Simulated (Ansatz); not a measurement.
Input of an Ansatz 0.2.0 run:

The input input.yaml:

```yaml
crystal:
  lattice:
    - [3.72613, 0.0, 0.0]
    - [-1.86306, 3.22692, 0.0]
    - [0.0, 0.0, 17.00867]
  atoms:
    - { symbol: Hf, position: [0.66667, 0.33333, 0.93385] }
    - { symbol: Hf, position: [0.33333, 0.66667, 0.06615] }
    - { symbol: Pd, position: [0.0, 0.0, 0.30298] }
    - { symbol: Pd, position: [0.0, 0.0, 0.69702] }
    - { symbol: Se, position: [0.33333, 0.66667, 0.22649] }
    - { symbol: Se, position: [0.66667, 0.33333, 0.77351] }
    - { symbol: Br, position: [0.66667, 0.33333, 0.39862] }
    - { symbol: Br, position: [0.33333, 0.66667, 0.60138] }
    - { symbol: O, position: [0.33333, 0.66667, 0.92689] }
    - { symbol: O, position: [0.66667, 0.33333, 0.07311] }
    - { symbol: O, position: [0.0, 0.0, 0.0] }
hamiltonian:
  xc: pbe
  pseudopotentials: { kind: paw }
  hubbard:
    sites:
      - { species: Hf, l: d, u_eff: 2.0 }
      - { species: Pd, l: d, u_eff: 2.0 }
kpoints:
  mp_grid: { grid: [8, 8, 2] }
scf:
  occupations: { method: fermi_dirac, width: 0.05 }
  n_extra_bands: 27
output:
  forces: true
  stress: true
  eigenvalues: true
  dos: { projected: true, de: 0.05, nscf_kmesh: { grid: [12, 12, 3] } }
  write_density: true
  write_potential: true
  elf: true
  volumetric_format: npy
```

Potentials or basis: Ansatz PAW.

Launch:

```bash
$ ansatz run input.yaml --threads 8 --pin off --max-ram 20480MiB --backend cpu --events-out ev --progress --plain --runs-dir out
```

Estimate the largest force.

0.326 eV/Å.

What does it give for the band gap on the k mesh?

None (metal or under the smearing width).

Predict the density of states at the Fermi level.

7.97 states/eV per cell.

States per cell in windows of 1 eV (zero at the Fermi level; states under -8 eV left out):
| from (eV) | total | Pd 4d | Hf 5d | O 2p | Br 4p | Se 4p | Hf 6s |
| --- | --- | --- | --- | --- | --- | --- | --- |
| -8.0 | 3.21 | 0.01 | 0.65 | 2.30 | 0.00 | 0.03 | 0.12 |
| -7.0 | 5.67 | 0.18 | 0.91 | 3.81 | 0.05 | 0.44 | 0.11 |
| -6.0 | 7.73 | 1.89 | 0.34 | 2.15 | 1.21 | 1.84 | 0.06 |
| -5.0 | 13.42 | 5.14 | 0.54 | 2.66 | 2.34 | 2.41 | 0.07 |
| -4.0 | 10.56 | 4.59 | 0.22 | 2.75 | 1.91 | 0.85 | 0.02 |
| -3.0 | 8.92 | 3.96 | 0.17 | 0.13 | 2.58 | 1.85 | 0.04 |
| -2.0 | 3.48 | 0.83 | 0.05 | 0.04 | 1.80 | 0.70 | 0.01 |
| -1.0 | 4.52 | 1.54 | 0.78 | 0.09 | 0.92 | 0.87 | 0.04 |
| 0.0 | 4.73 | 1.22 | 1.02 | 0.13 | 0.83 | 1.38 | 0.01 |
| 1.0 | 2.61 | 0.13 | 1.71 | 0.25 | 0.05 | 0.36 | 0.01 |
| 2.0 | 2.98 | 0.02 | 2.20 | 0.28 | 0.02 | 0.09 | 0.08 |
| 3.0 | 6.56 | 0.04 | 4.53 | 0.36 | 0.04 | 0.41 | 0.27 |
| 4.0 | 5.36 | 0.01 | 2.97 | 0.62 | 0.03 | 0.20 | 0.35 |
| 5.0 | 6.25 | 0.02 | 1.63 | 0.58 | 0.05 | 0.11 | 0.43 |
| 6.0 | 4.88 | 0.01 | 0.57 | 0.28 | 0.02 | 0.07 | 0.44 |
| 7.0 | 4.90 | 0.01 | 0.15 | 0.12 | 0.01 | 0.04 | 0.39 |

Caveat: U without spin polarisation on a metal has little footing. Spin-orbit coupling is left out, which matters for the levels of Hf.
